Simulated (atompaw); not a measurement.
# Pseudopotential generation for Hg: PAW (atompaw), PBEsol

Task: generate the file, and judge it by its logarithmic derivatives, its ghosts and its cutoff.

Program: atompaw 4.2.0.5. Reference atom: PBEsol, scalar-relativistic, spherical and spin-unpolarised. All values are calculated.

### Step 1. Settings

The settings as typed:

- element: mercury (Hg, Z = 80)
- type: PAW
- frozen core: [Kr] 4d10
- valence charge: 34
- reference configuration: 4f14 5s2 5p6 5d10 6s2 6p0
- partial waves: 5s (bound): rc 1.20 bohr; 6s (bound): rc 1.80 bohr; 5p (bound): rc 1.35 bohr; 6p (bound, empty): rc 1.80 bohr; 5d (bound): rc 1.60 bohr; 5d channel at 3.25 Ry: rc 1.80 bohr; 4f (bound): rc 0.85 bohr; 4f channel at -5.05 Ry: rc 0.85 bohr
- local potential: troulliermartins scheme with l = 4 at 0 Ry, radius 1.55 bohr
- core correction: smooth core density matched at 1.45 bohr
- augmentation charge: sinc compensation charge, radius 1.30 bohr; PAW radius 1.80 bohr; waves and projectors: custom polynom2 7 10 vanderbiltortho

The outer shells as boxes (Hund's rule for the drawing; the calculation is spin-unpolarised):

```
[Kr] core
4d [↑↓][↑↓][↑↓][↑↓][↑↓]
4f [↑↓][↑↓][↑↓][↑↓][↑↓][↑↓][↑↓]
5s [↑↓]
5p [↑↓][↑↓][↑↓]
5d [↑↓][↑↓][↑↓][↑↓][↑↓]
6s [↑↓]
6p [  ][  ][  ]
```

The nodes and maxima of the atom's own shells, from an earlier all-electron run, set the scale for the radii.

All-electron outer shells of the reference configuration (PBEsol, scalar-relativistic, ld1.x):

| shell | level (eV) | outermost node (bohr) | outermost maximum (bohr) |
| --- | --- | --- | --- |
| 4p | -576.42 | 0.22 | 0.39 |
| 4d | -348.59 | 0.20 | 0.40 |
| 5s | -118.25 | 0.47 | 0.82 |
| 4f | -95.96 | – | 0.37 |
| 5p | -66.53 | 0.51 | 0.93 |
| 5d | -9.88 | 0.55 | 1.17 |
| 6s | -6.87 | 1.08 | 2.21 |
| 6p | -0.99 | 1.28 | 3.26 |

### Step 2. The generation run

Hg.input

```
Hg 80
GGA-PBESOL scalarrelativistic loggrid 2001 logderivrange -11 5 401
6 6 5 4 0 0
6 1 0
0 0 0
c
c
c
c
v
v
c
c
c
v
v
c
c
v
v
3
1.80 1.30 1.55 1.45
n
n
y
3.25
n
y
-5.05
n
custom polynom2 7 10 vanderbiltortho sinc
4 0 troulliermartins
1.20
1.80
1.35
1.80
1.60
1.80
0.85
0.85
PWSCFOUT
UPFDX 0.0125d0 UPFXMIN -7.d0 UPFZMESH 80.d0
END
```

The run is started by

```
$ atompaw < Hg.input > Hg.log
```

**Question.** What will these runs give? Wanted: cutoffs; bound ghosts; largest phase difference near zero energy, channels read; lowest eigenvalue of the overlap; share of valence orbitals outside the PAW sphere; UPF file.

As calculated:

| quantity | value |
| --- | --- |
| cutoffs | not determined |
| bound ghosts | not determined |
| largest phase difference near zero energy, channels read | 0.021 rad |
| lowest eigenvalue of the overlap (Bessel basis) | 0.577 (s) |
| share of valence orbitals outside the PAW sphere | 5s 1 %, 6s 83 %, 5p 3 %, 6p 97 %, 5d 26 %, 4f 0 % |
| UPF file | not written |

What this shows: Even at 400 Ry an occupied level stays 7169 mRy from its reference, so no cutoffs are read; the levels have long settled, so the basis size isn't the cause: the level found isn't the valence state, or the test fails for this file. Ghosts could not be judged. Near zero energy the phases of the channels with partial waves that could be evaluated agree within 0.021 rad. The pseudo curves have a pole with no partner nearby in the atom's: f at -7.03 Ry. The pseudo core plus compensation charge is negative at some radii, so no UPF file was written. These are tests on the free atom; a crystal test is still owed.
